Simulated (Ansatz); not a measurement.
# GeH7PS (built from SMILES P.[SH][GeH3]): search for a transition state

Wanted: the transition state of a four-centre ligand exchange (form Ge1–P7, S2–H6 and break Ge1–S2, H6–P7). The guess is relaxed with those distances held, a saddle search follows, and vibrations and two downhill relaxations check it.

The runs use Ansatz 0.2.0, Gaussian basis; PBE0-D4, def2-SVP first, then def2-TZVP.

114 further runs of the same task are left out: 114 set aside as unsound or not needed.

**1. Where the work starts**

The guess: 10 atoms, charge 0, spin multiplicity 1.

Atoms are counted from 1 here; the program's logs count them from 0.

Bond lengths: Ge1–H3 1.492 Å, Ge1–H4 1.487 Å, Ge1–H5 1.527 Å, Ge1–P7 2.294 Å, S2–H8 1.326 Å, H6–P7 1.419 Å, P7–H9 1.379 Å, P7–H10 1.420 Å. Angles: H3–Ge1–H4 118.2°, H3–Ge1–H5 105.9°, H3–Ge1–P7 112.9°, H4–Ge1–H5 106.6°, H4–Ge1–P7 110.6°, H5–Ge1–P7 100.9°, Ge1–P7–H6 103.9°, Ge1–P7–H9 102.8°, Ge1–P7–H10 117.7°, H6–P7–H9 96.3°, H6–P7–H10 133.2°, H9–P7–H10 94.5°.

As a file:

```csv
atom,x (Å),y (Å),z (Å)
Ge1,-0.88640,0.92790,-0.27140
S2,1.71060,0.75370,1.05570
H3,-0.04130,1.58950,-1.30730
H4,-1.16810,1.67220,0.98430
H5,-2.23690,0.66760,-0.93570
H6,0.77670,-1.05020,1.19950
P7,-0.21200,-1.21460,0.19440
H8,2.49840,0.41690,0.04410
H9,0.66240,-1.49070,-0.83580
H10,-1.10340,-2.27230,-0.12790
```

Distances that are to change: Ge1–P7 2.29 Å, S2–H6 2.04 Å, Ge1–S2 2.92 Å, H6–P7 1.42 Å.

**2. Constrained relaxation of the guess**

File hold/in.yaml:

```yaml
crystal:
  periodic: [false, false, false]
  atoms:
    - {symbol: Ge, position_ang: [-0.886400, 0.927900, -0.271400]}
    - {symbol: S, position_ang: [1.710600, 0.753700, 1.055700]}
    - {symbol: H, position_ang: [-0.041300, 1.589500, -1.307300]}
    - {symbol: H, position_ang: [-1.168100, 1.672200, 0.984300]}
    - {symbol: H, position_ang: [-2.236900, 0.667600, -0.935700]}
    - {symbol: H, position_ang: [0.776700, -1.050200, 1.199500]}
    - {symbol: P, position_ang: [-0.212000, -1.214600, 0.194400]}
    - {symbol: H, position_ang: [2.498400, 0.416900, 0.044100]}
    - {symbol: H, position_ang: [0.662400, -1.490700, -0.835800]}
    - {symbol: H, position_ang: [-1.103400, -2.272300, -0.127900]}
basis:
  gaussian: {orbitals: def2-SVP}
hamiltonian: {xc: pbe0, dispersion: d4}
relax: {f_tol: 0.04, max_steps: 150, escape_saddle: false, constraints: [{distance: [0, 6]}, {distance: [1, 5]}, {distance: [0, 1]}, {distance: [5, 6]}]}
```

Started as:

```console
ansatz run in.yaml --threads 4 --pin off --events-out ev --progress --plain --max-ram 9574MiB
```

The runs that follow: Force constants to start from; Saddle search in the small basis; Saddle search in triple zeta; Checking the order of the point; Relaxing after a step of 0.30 Å one way along the mode; Relaxing after a step of 0.30 Å the other way along the mode.

Q: Predict the outcome of this session. Wanted: imaginary mode; barrier from the start side; barrier from the end side; energy of the step; pairs that change; zero-point energy at the saddle.

The runs gave:

| quantity | value |
| --- | --- |
| imaginary mode | 783i cm⁻¹ |
| barrier from the start side | 44.3 kJ/mol |
| barrier from the end side | 146.9 kJ/mol |
| energy of the step | -102.7 kJ/mol |
| pairs that change | S2–H6 formed, S2–P7 broken, H6–P7 broken |
| zero-point energy at the saddle | 1.561 eV |

In words: One imaginary mode, 783i cm⁻¹, makes this a first-order saddle. The two relaxations don't end on the planned structures: the search found another step. At PBE0-D4/def2-TZVP the electronic barrier is 44.3 kJ/mol, about 18 kT at 298 K, and the step runs 102.7 kJ/mol downhill. The ends are the nearest minima, not always the lowest complexes.
